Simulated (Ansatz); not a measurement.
# BCl₂H₃Si: small, medium and large basis sets

One table from this session's results is given with a row withheld; the runs are named, their logs left out.

Program: Ansatz 0.2.0, Gaussian basis. Level of theory: one geometry, several basis sets. These are calculated values, not measurements.

The runs, in order: PBE0-D4/def2-SVP; ωB97M-V/def2-SVP; PBE0-D4/def2-QZVPP; ωB97M-V/def2-QZVPP; the functionals' def2-TZVPP values are taken from earlier runs.

**The relaxed structure**

All runs share one geometry, relaxed beforehand with PBE0-D4 in a triple-zeta def2 set.

SMILES `[SiH3]B(Cl)Cl`, 7 atoms, charge 0, spin multiplicity 1.

Atoms are counted from 1 here; the program's logs count them from 0.

Bond lengths: Si1–B2 2.020 Å, Si1–H5 1.488 Å, Si1–H6 1.488 Å, Si1–H7 1.485 Å, B2–Cl3 1.745 Å, B2–Cl4 1.743 Å. Angles: B2–Si1–H5 108.8°, B2–Si1–H6 108.8°, B2–Si1–H7 111.9°, H5–Si1–H6 108.4°, H5–Si1–H7 109.5°, H6–Si1–H7 109.5°, Si1–B2–Cl3 119.4°, Si1–B2–Cl4 122.1°, Cl3–B2–Cl4 118.4°.

Coordinates:

```xyz
7
BCl2H3Si
Si   -0.0913    0.8593   -0.2368
B     0.1700   -1.0762    0.2772
Cl   -1.2260   -2.0959    0.5163
Cl    1.7529   -1.7724    0.4924
H    -0.8459    0.9173   -1.5180
H    -0.9016    1.5301    0.8157
H     1.2034    1.5697   -0.3925
```

Set-up of the first run:

Input file in.yaml:

```yaml
crystal:
  periodic: [false, false, false]
  atoms:
    - {symbol: Si, position_ang: [-0.091332, 0.859334, -0.236783]}
    - {symbol: B, position_ang: [0.169968, -1.076215, 0.277153]}
    - {symbol: Cl, position_ang: [-1.225959, -2.095901, 0.516284]}
    - {symbol: Cl, position_ang: [1.752880, -1.772393, 0.492387]}
    - {symbol: H, position_ang: [-0.845949, 0.917348, -1.517993]}
    - {symbol: H, position_ang: [-0.901632, 1.530105, 0.815667]}
    - {symbol: H, position_ang: [1.203423, 1.569722, -0.392516]}
basis:
  gaussian: {orbitals: def2-SVP}
hamiltonian: {xc: pbe0, dispersion: d4}
output: {orbitals: {seedname: orbitals}}
```

Command:

```console
$ ansatz run in.yaml --threads 4 --pin off --events-out ev --progress --plain --max-ram 10444MiB
```

Among the steps run: PBE0-D4 in def2-SVP; ωB97M-V in def2-SVP; PBE0-D4 in def2-QZVPP; ωB97M-V in def2-QZVPP.

One of the session's tables, all rows but one given; the rest of the session is left out.

It belongs to the step «Density functionals: the series». 

```
functional       basis  HOMO (eV)  LUMO (eV)
   PBE0-D4    def2-SVP      -8.29      -2.01
   PBE0-D4  def2-TZVPP          ?          ?
   PBE0-D4  def2-QZVPP      -8.39      -2.25
   ωB97M-V    def2-SVP     -10.36       0.11
   ωB97M-V  def2-TZVPP     -10.49      -0.14
   ωB97M-V  def2-QZVPP     -10.52      -0.21
```

Q: Estimate the row for PBE0-D4, def2-TZVPP from the others.

The run gave: HOMO (eV): -8.37; LUMO (eV): -2.21. In the column «HOMO (eV)» it lies between PBE0-D4, def2-QZVPP (-8.39) and PBE0-D4, def2-SVP (-8.29).
